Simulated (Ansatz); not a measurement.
# CH6BClSi: the cost of one run

Computed with Ansatz 0.2.0, Gaussian basis. Level: the settings change from run to run.

### 1 The molecule

An earlier PBE0-D4 in a triple-zeta def2 set relaxation fixed the geometry.

SMILES `CB[SiH2]Cl`, 10 atoms, charge 0, spin multiplicity 1.

Atoms are counted from 1 here; the program's logs count them from 0.

Bond lengths: C1–B2 1.551 Å, C1–H5 1.092 Å, C1–H6 1.105 Å, C1–H7 1.093 Å, B2–Si3 2.014 Å, B2–H8 1.198 Å, Si3–Cl4 2.067 Å, Si3–H9 1.491 Å, Si3–H10 1.489 Å. Angles: B2–C1–H5 116.8°, B2–C1–H6 103.4°, B2–C1–H7 113.8°, H5–C1–H6 106.5°, H5–C1–H7 110.1°, H6–C1–H7 105.0°, C1–B2–Si3 120.7°, C1–B2–H8 119.2°, Si3–B2–H8 120.1°, B2–Si3–Cl4 113.5°, B2–Si3–H9 109.4°, B2–Si3–H10 111.8°, Cl4–Si3–H9 107.3°, Cl4–Si3–H10 107.1°, H9–Si3–H10 107.5°.

### 2 wB97X-V/def2-TZVP

Options: charge +1, multiplicity 2, a grid of angular degree 11, the search for lower states set to full.

in.yaml reads:

```yaml
crystal:
  periodic: [false, false, false]
  atoms:
    - {symbol: C, position_ang: [-1.408847, 0.711366, -0.039345]}
    - {symbol: B, position_ang: [-0.468218, -0.507022, -0.229398]}
    - {symbol: Si, position_ang: [1.486989, -0.378382, 0.236392]}
    - {symbol: Cl, position_ang: [2.612559, -1.954019, -0.487014]}
    - {symbol: H, position_ang: [-1.044720, 1.520045, 0.596968]}
    - {symbol: H, position_ang: [-1.497472, 1.128703, -1.058324]}
    - {symbol: H, position_ang: [-2.428702, 0.440116, 0.245537]}
    - {symbol: H, position_ang: [-0.910328, -1.520116, -0.691537]}
    - {symbol: H, position_ang: [1.643323, -0.365040, 1.718615]}
    - {symbol: H, position_ang: [2.098416, 0.873249, -0.289094]}
basis:
  gaussian: {orbitals: def2-TZVP, final_grid: {core_spheres: 5, valence_spheres: 4, degree: 11}}
total_charge: 1
magnetization: {spin_polarized: true, initial_magnetization: 1}
hamiltonian: {xc: {name: wB97X-V}}
scf: {lower_state_search: full}
output: {forces: true}
```

On the command line:

```console
ansatz run in.yaml --threads 2 --pin off --events-out ev --progress --plain --max-ram 4352MiB
```

**Question.** How long does this run take on 2 threads of Arm Neoverse V1, shared host, and how much memory does it need?

About 30 s, with a peak of 0.59 GiB.
